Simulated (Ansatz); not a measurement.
# HPt6 in Ansatz: reference runs

Reference runs on HPt6: the cell as given.

Program: Ansatz 0.2.0. These are calculated values, not measurements. Logs are shortened: lines on timing, memory, paths and dates and some standing lists are left out, and cuts for length are marked.

### 1 The cell of the first run

The cell holds a slab with vacuum, 14 atoms: a = 5.538 Å, b = 5.538 Å, c = 22.522 Å, α = 90.00°, β = 90.00°, γ = 120.00°.

### 2 Single point, PBE

input.yaml reads:

```yaml
crystal:
  lattice:
    - [5.5377774675, 0.0, 0.0]
    - [-2.7688887338, 4.7958559674, 0.0]
    - [0.0, 0.0, 22.5215763682]
  atoms:
    - { symbol: Pt, position: [0.3333333333, 0.1666666667, 0.3552149223] }
    - { symbol: Pt, position: [0.3333333333, 0.6666666667, 0.3552149223] }
    - { symbol: Pt, position: [0.8333333333, 0.1666666667, 0.3552149223] }
    - { symbol: Pt, position: [0.8333333333, 0.6666666667, 0.3552149223] }
    - { symbol: Pt, position: [0.6666666667, 0.3333333333, 0.4555981347] }
    - { symbol: Pt, position: [0.6666666667, 0.8333333333, 0.4555981347] }
    - { symbol: Pt, position: [0.1666666667, 0.3333333333, 0.4555981347] }
    - { symbol: Pt, position: [0.1666666667, 0.8333333333, 0.4555981347] }
    - { symbol: Pt, position: [0.0, 0.5, 0.5559813471] }
    - { symbol: Pt, position: [0.0, 0.0, 0.5559813471] }
    - { symbol: Pt, position: [0.5, 0.5, 0.5559813471] }
    - { symbol: Pt, position: [0.5, 0.0, 0.5559813471] }
    - { symbol: H, position: [0.5, 0.0, 0.6705381596] }
    - { symbol: H, position: [0.582424335, -0.0738823994, 0.6705381596] }
hamiltonian:
  xc: pbe
  pseudopotentials: { kind: paw }
kpoints:
  mp_grid: { grid: [6, 6, 1] }
scf:
  occupations: { method: fermi_dirac, width: 0.05 }
output:
  forces: true
  eigenvalues: true
efield:
  axis: 3
  dipole_correction: true
  ramp_width: 0.04
```

Potentials or basis: Ansatz PAW.

Run with:

```
$ ansatz run input.yaml --threads 4 --pin off --max-ram 11264MiB --backend cpu --events-out ev --progress --plain --runs-dir out
```

What it wrote:

```text
Warning: RAYON_NUM_THREADS=4 ignored (pool sized by the plan → 4); use --threads N
Engine: ansatz 0.2.0, aarch64-unknown-linux-gnu
Pseudopotentials: kind: paw
Pseudopotential: Pt, paw, valence charge 18, recommended cutoff 420 eV (normal), Pt.paw.azcp
Pseudopotential: H, paw, valence charge 1, recommended cutoff 420 eV (normal), H.paw.azcp
Functional definition: PBE
  parameter kappa = 0.804
  parameter beta = 0.06672455060314922
  exchange = pbe_x(kappa = kappa, mu = beta*pi^2/3)
  correlation = pbe_c(beta = beta)
Crystal: 14 atoms, lattice volume = 598.137 Å³
Basis set: ecut = 420 eV, 11703 PW (Γ), exchange–correlation on 80×80×320 points (8 copies of the dense FFT grid, shifted against one another)
Bands: 131, of which v1, the nominal top of the filled ones, is band 109 counted from 1 (108 counted from 0)
Symmetry: 1 space group operations
Space group: P1 (ITA 1), of the structure as read, at distance tolerance 8.4e-5 Å
k-points: 20 of 36 (time reversal used)
Non-local potential: Pt, projectors of the file, l = 0: 3, l = 1: 2, l = 2: 2, l = 3: 1
Non-local potential: H, projectors of the file, l = 0: 2, l = 1: 1
PAW form: soft (Blöchl's): semilocal exchange-correlation on the pseudo side does not see the compensation charge
PAW one-centre angular grid: Pt, 590 points (default); XC on 64 Gauss nodes
PAW one-centre angular grid: H, 110 points (default); XC on 64 Gauss nodes
Initial density: superposition of atomic densities (neutral atoms: chi_scale 0, normalization atom), corrected by the library's trained network
Initial wavefunctions: pseudopotential atomic-orbital guess
Functional: x = pbe(κ = 0.804, μ = 0.2195149727645171), c = pbe(β = 0.06672455060314922)
SCF iter   1: F=—  HF=-150303.000204 eV  |F-HF|=—  |Δ(HF+E_count)|=         —  Δρ=8.87e-3  dr2=1.04e0  ethr=1.77e-3  p=0.013 e·Å  D=3.88e-3 V/Å  ΔV_dip=-0.09 eV  dr2_dipole=1.67e-1  V_vac-E_F(+/−)=5.20/5.29 eV  ⟨swp⟩=8.4  Hψ=11390  notcnv=0  defer=104
efield: sawtooth ramp at fractional position 0.9929 (placed from the atoms, in the widest stretch of the axis that holds none; the zero of the levels goes with the place), width 0.0400; the density the first Hamiltonian is built on has a dipole p = 0.013 e·Å; the dipole correction subtracts the counter field D = 3.88e-3 V/Å, which shifts the + side's vacuum level by -0.09 eV against the − side's; the planar-averaged density in the ramp window peaks in size at 1.4e-5 e/Å³
preconditioner: auto → LDOS  [metal: Δε(μ)=0.005 eV  Ē_g=7.043 eV  σ=0.050 eV  W_gap=0.02  n_scr=112 (ndim 8)  ℏωp=16.8 eV  f_vac=0.617  D(μ)=25.89/eV (n_scr^D=230)  β→1.0]
SCF iter   2: F=—  HF=-150302.989204 eV  |F-HF|=—  |Δ(HF+E_count)|=   1.10e-2  Δρ=4.82e-3  dr2=1.95e-1  ethr=4.77e-4  p=0.051 e·Å  D=1.54e-2 V/Å  ΔV_dip=-0.35 eV  dr2_dipole=1.82e-2  V_vac-E_F(+/−)=5.42/5.77 eV  ⟨swp⟩=3.0  Hψ=4211  notcnv=0  defer=205
SCF iter   3: F=—  HF=-150302.977461 eV  |F-HF|=—  |Δ(HF+E_count)|=   1.17e-2  Δρ=2.42e-3  dr2=1.75e-1  ethr=8.95e-5  p=0.052 e·Å  D=1.56e-2 V/Å  ΔV_dip=-0.35 eV  dr2_dipole=1.30e-2  V_vac-E_F(+/−)=5.34/5.69 eV  ⟨swp⟩=2.0  Hψ=3872  notcnv=0  defer=205
SCF iter   4: F=—  HF=-150302.961936 eV  |F-HF|=—  |Δ(HF+E_count)|=   1.55e-2  Δρ=1.15e-3  dr2=1.48e-2  ethr=8.01e-5  p=0.061 e·Å  D=1.84e-2 V/Å  ΔV_dip=-0.42 eV  dr2_dipole=1.59e-3  V_vac-E_F(+/−)=5.38/5.80 eV  ⟨swp⟩=2.0  Hψ=3573  notcnv=0  defer=205
[... 10 lines left out ...]
Free energy (F): -150302.960676 eV
Harris-Foulkes:  -150302.960676 eV  (|F-HF|=1.82e-8)
Internal energy: -150302.722131 eV  (E = F + TS)
E sigma→0 (E₀):  -150302.841404 eV
Entropy (-TS):   -0.238545 eV (-17.039 meV/atom)
Fermi energy:    3.220725 eV
Dipole field:    D = 0.018463 V/Å  (p = 0.061029 e·Å, saw-weighted, corrected)
Work function:   Φ+ = 5.3720 eV   Φ− = 5.7878 eV
Levels:          The Fermi level and band energies are counted from a zero that moves with the ramp; work functions are not
--- Per-component energies (eV) ---
  E_band       = -5813.478573
  E_kinetic    = 7669.160872
  E_local      = -319007.350657  (includes V_loc(G=0)·N_el)
  E_nonlocal   = 2404.852360
  E_hartree    = 155113.035560
  E_xc         = -3151.178971
  E_vxc        = -3645.635590  (∫ρ·V_xc dr)
  E_paw        = -113450.204852  (= ΣΔE_a)
  E_vpaw       = -3465.646175  (= ΣTr[D̂ρ^β])
  E_aug_tail   = -0.000160  (compensation charges beyond the density's cutoff)
  E_efield     = 0.000563  (sawtooth field / dipole correction)
  E_vefield    = 5.014445  (∫n·V_field dr)
  E_ewald      = 120118.963153
  E_smearing   = -0.238545  (= −TS)
  E_closure    = -0.000000  (closes the sum)
  Σ components = -150302.960676   (vs F -150302.960676, Δ=0.00e0)
--- Forces (eV/Å), atoms counted from 1 ---
  atom   1  Pt    -0.00579066     0.00355326    -0.55912553
  atom   2  Pt     0.00728046    -0.00175719    -0.55752243
  atom   3  Pt     0.00483442    -0.00536935    -0.55725157
  atom   4  Pt    -0.00039953     0.00018898    -0.56460339
  atom   5  Pt     0.00395721    -0.01057132    -0.04666662
  atom   6  Pt     0.00389352    -0.00211158    -0.04543696
  atom   7  Pt    -0.00675837     0.00393917     0.02887660
  atom   8  Pt     0.01198425     0.00233988    -0.04672990
  atom   9  Pt     0.00934413    -0.00466175     0.52293614
  atom  10  Pt     0.01843692     0.01224500     0.52343478
  atom  11  Pt    -0.00164863    -0.02184814     0.52290832
  atom  12  Pt    -0.01423249     0.00743772     0.63421670
  atom  13  H     -0.24484111     0.13123947     0.07630543
  atom  14  H      0.21393839    -0.11462348     0.06868591
  max |Σ_I F_I| component: 2.75e-5 eV/Å
--- Band table (eV; the first three rows and the last of 20) ---
  k-point 0: bands = ["-95.2617", "-95.2408", "-95.2400", "-95.2332", "-94.8234", "-94.7809", "-94.7604", "-94.7572", "-94.7558", "-94.7547", "-94.7393", "-94.7388", "-49.6842", "-49.6830", "-49.6830", "-49.5441", "-49.5031", "-49.5012", "-49.4957", "-49.4051", "-49.4001", "-49.3998", "-49.3086", "-49.3079", "-49.2889", "-49.2880", "-49.2785", "-49.2475", "-49.2466", "-49.2389", "-49.0201", "-49.0184", "-49.0081", "-49.0067", "-49.0066", "-48.9871", "-48.9182", "-48.9179", "-48.9163", "-48.9154", "-48.8522", "-48.7849", "-48.7523", "-48.7485", "-48.7470", "-48.7390", "-48.7225", "-48.7214", "-6.0692", "-4.2676", "-3.8151", "-3.4463", "-3.4406", "-3.4401", "-3.1860", "-3.1730", "-3.1728", "-2.6996", "-2.6936", "-2.6926", "-2.5481", "-2.5174", "-2.5172", "-2.3268", "-1.0308", "-1.0287", "-1.0142", "-0.6244", "-0.6231", "-0.6202", "-0.4555", "-0.3802", "-0.3802", "-0.0135", "-0.0131", "0.0497", "0.1279", "0.1301", "0.1368", "0.2323", "0.2324", "0.7852", "0.7857", "0.7871", "1.7739", "1.7759", "1.7880", "1.7882", "1.8038", "1.8827", "1.8857", "1.9014", "2.4910", "2.4919", "2.6034", "3.0577", "3.0585", "3.0698", "3.1084", "3.1089", "3.1160", "3.2207", "3.2208", "3.4235", "3.4249", "3.4269", "3.8010", "3.8012", "3.8109", "3.8592", "3.8594", "3.8683", "4.1895", "4.3297", "4.3424", "4.3719", "6.0966", "6.1129", "6.1321", "6.1420", "6.1422", "6.1457", "8.1767", "8.7980", "9.1298", "9.2807", "9.2932", "9.3964", "9.4368", "9.4495", "9.6388"]
  k-point 1: bands = ["-95.2602", "-95.2418", "-95.2400", "-95.2336", "-94.8232", "-94.7794", "-94.7612", "-94.7573", "-94.7564", "-94.7540", "-94.7399", "-94.7392", "-49.6700", "-49.6694", "-49.6591", "-49.5397", "-49.5019", "-49.4987", "-49.4937", "-49.4184", "-49.4146", "-49.3950", "-49.3345", "-49.3143", "-49.2757", "-49.2699", "-49.2590", "-49.2376", "-49.2339", "-49.2245", "-49.0327", "-49.0224", "-49.0202", "-49.0201", "-49.0015", "-48.9914", "-48.9422", "-48.9401", "-48.9242", "-48.9220", "-48.8509", "-48.7822", "-48.7528", "-48.7482", "-48.7471", "-48.7388", "-48.7235", "-48.7224", "-5.8242", "-4.0228", "-3.5811", "-3.4345", "-3.2541", "-3.2483", "-3.0967", "-3.0134", "-3.0050", "-2.6459", "-2.5957", "-2.5916", "-2.4364", "-2.3442", "-2.2827", "-2.2366", "-1.0296", "-1.0202", "-0.9732", "-0.5974", "-0.5273", "-0.5230", "-0.5203", "-0.4743", "-0.3315", "-0.2016", "-0.0698", "-0.0659", "0.1226", "0.1477", "0.1869", "0.2030", "0.4176", "0.5574", "0.6814", "0.6867", "1.4908", "1.4925", "1.5847", "1.6309", "1.6974", "1.7914", "1.8029", "1.8095", "1.9242", "2.4901", "2.5238", "2.5281", "2.5457", "2.7637", "2.8640", "2.8684", "2.9500", "3.0579", "3.0641", "3.1956", "3.2022", "3.2095", "3.2293", "3.2871", "3.4308", "3.5173", "3.5470", "3.5501", "3.5842", "4.1667", "5.0321", "5.0410", "5.1607", "5.8314", "5.8527", "6.7996", "7.2853", "7.3255", "8.3907", "8.9868", "9.1958", "9.2447", "9.4525", "9.6413", "9.7477", "9.7910", "10.2602"]
  k-point 2: bands = ["-95.2561", "-95.2452", "-95.2401", "-95.2343", "-94.8227", "-94.7754", "-94.7643", "-94.7579", "-94.7568", "-94.7521", "-94.7423", "-94.7392", "-49.6367", "-49.6361", "-49.5921", "-49.5282", "-49.5040", "-49.4937", "-49.4895", "-49.4535", "-49.4493", "-49.4048", "-49.3782", "-49.3315", "-49.2456", "-49.2338", "-49.2138", "-49.2065", "-49.1954", "-49.1740", "-49.0671", "-49.0531", "-49.0528", "-49.0417", "-49.0089", "-49.0038", "-48.9865", "-48.9831", "-48.9407", "-48.9376", "-48.8484", "-48.7749", "-48.7567", "-48.7477", "-48.7460", "-48.7380", "-48.7271", "-48.7233", "-5.1460", "-3.6022", "-3.3950", "-2.9805", "-2.9000", "-2.7666", "-2.7553", "-2.6327", "-2.6122", "-2.5034", "-2.3267", "-2.2674", "-2.2538", "-2.0344", "-1.6646", "-1.6550", "-1.0962", "-1.0860", "-1.0603", "-0.8744", "-0.8382", "-0.5805", "-0.5700", "-0.4612", "-0.4131", "-0.2174", "-0.2149", "-0.0350", "0.1817", "0.2109", "0.2796", "0.3125", "0.3205", "0.3335", "0.4462", "0.9042", "0.9457", "0.9520", "0.9527", "1.0624", "1.1517", "1.1556", "1.3003", "1.4599", "1.4758", "1.4837", "1.6207", "1.6883", "2.1377", "2.1452", "2.1516", "2.3410", "2.4226", "2.4559", "2.5392", "2.5534", "2.6769", "2.8080", "3.0405", "3.0974", "3.1096", "3.2468", "3.3057", "3.4968", "3.5023", "4.2420", "5.3812", "5.3836", "5.8367", "6.1555", "6.1900", "6.5918", "8.0440", "8.1487", "8.7579", "9.3781", "9.5572", "9.7068", "9.7386", "9.9257", "10.2067", "10.6686", "10.8433"]
  k-point 19: bands = ["-95.2523", "-95.2483", "-95.2408", "-95.2343", "-94.8224", "-94.7717", "-94.7672", "-94.7597", "-94.7558", "-94.7502", "-94.7447", "-94.7389", "-49.6159", "-49.6126", "-49.5171", "-49.5109", "-49.5011", "-49.4965", "-49.4936", "-49.4860", "-49.4765", "-49.4710", "-49.3570", "-49.3539", "-49.2256", "-49.2092", "-49.1974", "-49.1836", "-49.1356", "-49.0991", "-49.0962", "-49.0791", "-49.0782", "-49.0744", "-49.0731", "-49.0582", "-48.9703", "-48.9654", "-48.9596", "-48.9521", "-48.8472", "-48.7676", "-48.7624", "-48.7487", "-48.7442", "-48.7363", "-48.7312", "-48.7228", "-4.2602", "-4.2476", "-2.9027", "-2.8355", "-2.5409", "-2.4324", "-2.4251", "-2.4200", "-2.3882", "-2.3699", "-2.2366", "-1.8460", "-1.8337", "-1.5676", "-1.5535", "-1.4210", "-1.4154", "-1.0825", "-1.0776", "-1.0740", "-1.0481", "-0.8346", "-0.8248", "-0.3796", "-0.3719", "-0.0516", "-0.0407", "-0.0130", "-0.0113", "0.1271", "0.1475", "0.3306", "0.3532", "0.3583", "0.3752", "0.3926", "0.3942", "0.4675", "0.4757", "0.5503", "0.6019", "1.0829", "1.0861", "1.3652", "1.4329", "1.4635", "1.4726", "1.6547", "1.6576", "1.7429", "1.7528", "1.9325", "1.9341", "2.3728", "2.3894", "2.4270", "2.4405", "2.5524", "2.6725", "3.1046", "3.1127", "3.2583", "3.2731", "3.5200", "3.5223", "4.9226", "5.0989", "5.4721", "5.4733", "6.3063", "6.3320", "7.6207", "8.1190", "8.2509", "8.3555", "9.1697", "9.9027", "10.4124", "10.4899", "10.5569", "10.7643", "10.7895", "10.8495"]
```

Wall time 47 s (4 threads of Arm Neoverse V1, shared host); peak memory 2.2 GiB.

Results:

| Item | Value |
| --- | --- |
| Free energy | -150302.9607 eV |
| Largest force | 0.634 eV/Å |
| Band gap on the k mesh | none (metal or under the smearing width) |
| Work function of the upper face | 5.37 eV |
| Work function of the lower face | 5.79 eV |
| Dipole across the slab | 0.061 e·Å |

Forces in eV/Å, atoms in the order of the input:
```
Pt  -0.006  0.004 -0.559
Pt   0.007 -0.002 -0.558
Pt   0.005 -0.005 -0.557
Pt   0.000  0.000 -0.565
Pt   0.004 -0.011 -0.047
Pt   0.004 -0.002 -0.045
Pt  -0.007  0.004  0.029
Pt   0.012  0.002 -0.047
Pt   0.009 -0.005  0.523
Pt   0.018  0.012  0.523
Pt  -0.002 -0.022  0.523
Pt  -0.014  0.007  0.634
H   -0.245  0.131  0.076
H    0.214 -0.115  0.069
```
